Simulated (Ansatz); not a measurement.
Write a Python script for Ansatz 0.2.0, Python API that makes a phonon calculation by finite displacements of CsLuS2, space group R-3m. Use: PBEsol, PAW, cutoff 463 eV, 6×6×6 k-points, fixed occupations.

```xyz
4
Lattice="1.9940 1.1512 8.0451 -1.9940 1.1512 8.0451 0.0000 -2.3025 8.0451" Properties=species:S:1:pos:R:3 pbc="T T T"
Cs    0.0000    0.0000    0.0000
Lu    0.0000    0.0000   12.0677
S     0.0000    0.0000   18.6828
S     0.0000    0.0000    5.4526
```

`phonons.py`:
```python
"""Lattice dynamics of CsLuS2 in a supercell."""

from pathlib import Path

import ansatz as az
from ase import Atoms
import numpy as np

FILLING = "fixed"
FUNCTIONAL = "pbesol"
KMESH = (6, 6, 6)


def main() -> None:
    atoms = Atoms(
        ["Cs", "Lu", "S", "S"],
        scaled_positions=[
            [0.0, 0.0, 0.0],
            [0.5, 0.5, 0.5],
            [0.77408, 0.77408, 0.77408],
            [0.22592, 0.22592, 0.22592],
        ],
        cell=[
            [1.99402, 1.15125, 8.04513],
            [-1.99402, 1.15125, 8.04513],
            [0.0, -2.30249, 8.04513],
        ],
        pbc=True,
    )
    cslus2 = az.Crystal.from_ase(atoms)

    # the cell itself: zone-centre modes alone
    model = cslus2.calculation()
    model = model.basis(17 * az.Ha)
    model = model.occupations(FILLING)
    model = model.pseudopotentials("paw").functional(FUNCTIONAL)
    model = model.kpoints(*KMESH)
    model = model.phonons("fd", supercell=1, amplitude=0.03)
    outcome = model.run(threads=1, backend="cpu", runs_dir="out")
    folder = Path(outcome.output_folder) / "results"
    ph = outcome.phonons

    print("modes at Gamma (1/cm):", np.round(ph.gamma_omega_inv_cm, 1) + 0.0)
    print(f"{ph.n_members} displaced supercells, sum-rule residual {ph.asr_residual_pre_ev_ang2:.1e} eV/A^2")
    optical = np.sort(ph.gamma_omega_inv_cm)
    print("imaginary modes at Gamma:", int((optical < -10).sum()), "- highest mode", round(float(optical[-1]), 1), "1/cm")


if __name__ == "__main__":
    main()
```

```console
$ python phonons.py
modes at Gamma (1/cm): [  0.    0.    0.   51.2  51.2  89.6 162.3 162.3 207.  207.  224.1 269.3]
4 displaced supercells, sum-rule residual 1.7e-03 eV/A^2
imaginary modes at Gamma: 0 - highest mode 269.3 1/cm
```

The cell isn't relaxed first, so the values belong to this volume. No non-analytic term is added, so at the zone centre the longitudinal optical modes of a polar crystal aren't split off. The structure comes from a database of computed cells and needn't be a stable or known phase. The structure is taken as given and the supercell is small; imaginary modes can come from an unrelaxed or unstable start. Run time: 93 s on 1 thread of Arm Neoverse V2, on a shared host, peak memory 0.7 GiB.
